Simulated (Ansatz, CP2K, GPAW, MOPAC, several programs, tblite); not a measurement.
# What cheap methods get right for NbP

How much accuracy does each second buy? NbP is computed with 8 methods, from the cheapest up to r2SCAN.

Method: no spin polarisation, static lattice; gaps from single points on the cell relaxed beforehand with r²SCAN, in MOPAC, tblite, CP2K, Ansatz (versions at each run).

## 1. The starting structure

The structure is tetragonal, space group I4_1md (No. 109). Conventional cell: a = 3.338 Å, b = 3.338 Å, c = 11.464 Å, α = 90.00°, β = 90.00°, γ = 90.00°. Nb (site symmetry 2mm) is surrounded by 6 P at 2.54 to 2.55 Å. P (site symmetry 2mm) is surrounded by 6 Nb at 2.54 to 2.55 Å.

Coordinates:

```
CELL_PARAMETERS angstrom
-1.66918 1.66918 5.73202
1.66918 -1.66918 5.73202
1.66918 1.66918 -5.73202
ATOMIC_POSITIONS crystal
Nb 0.74982 0.74982 0.00000
Nb 0.49982 0.99982 0.50000
P 0.33281 0.33281 0.00000
P 0.08281 0.58281 0.50000
```

The structure type (database structure) is imposed and need not be the compound's stable one.

**Question.** The methods are PM6, PM7, GFN1-xTB (tblite), PBE/DZVP, PBE/SZV, coarse PBE, PBE, r2SCAN. What gap does r2SCAN give on this cell, and which other methods (full PBE left aside) come nearest to r2SCAN and farthest in gap, volume and bulk modulus?

| quantity | value |
| --- | --- |
| r2SCAN | no gap, 15.97 Å³/atom, B₀ 197 GPa |
| gap: nearest and farthest of the other methods | GFN1-xTB (tblite), PBE/DZVP, PBE/SZV, coarse PBE (about 0.01 eV off); PM7 (+4.53 eV) |
| volume: nearest and farthest of the other methods | PBE/DZVP (+0.4 %), PBE/SZV (+5.7 %) |
| bulk modulus: nearest and farthest of the other methods | PBE/DZVP, coarse PBE (about 4 % off); GFN1-xTB (tblite) (-44 %) |

**Reading.** For the gap (full PBE left aside), GFN1-xTB (tblite), PBE/DZVP, PBE/SZV, coarse PBE tie for nearest to r2SCAN; PM7 is farthest. Among the 4 methods compared for the volume (full PBE left aside), PBE/DZVP is nearest to r2SCAN and PBE/SZV farthest. For the bulk modulus (full PBE left aside), PBE/DZVP, coarse PBE tie for nearest to r2SCAN; GFN1-xTB (tblite) is farthest. A minimal basis or a coarse cutoff and mesh shifts results by its own error, so closeness to r2SCAN can be chance. Cluster runs see only the k-points that fold onto the zone centre, so their gaps can miss the band edges. PM6 ended in an unphysical state and is left out of the comparison. No volume is given for PM7, which can hide a larger miss. Overlaps count as a gap of zero in the misses; they are PBE/DZVP -0.18, PBE/SZV -0.27, coarse PBE -0.16, PBE -0.16, r2SCAN -0.13 eV. CPU times run from 1.2 s (coarse PBE) to 3.2 min (PM6). On this cell PM6, PBE/DZVP, PBE/SZV cost more than r2SCAN itself (17 s), so they are no saving here. A cluster method computes far more atoms than the primitive cell, so on a small crystal it can cost more than plane waves. PM7 disagrees with r2SCAN even on whether there is a gap. Semilocal functionals can close a small real gap, so r2SCAN's «no gap» may be its own error. r2SCAN is a yardstick, not the truth.
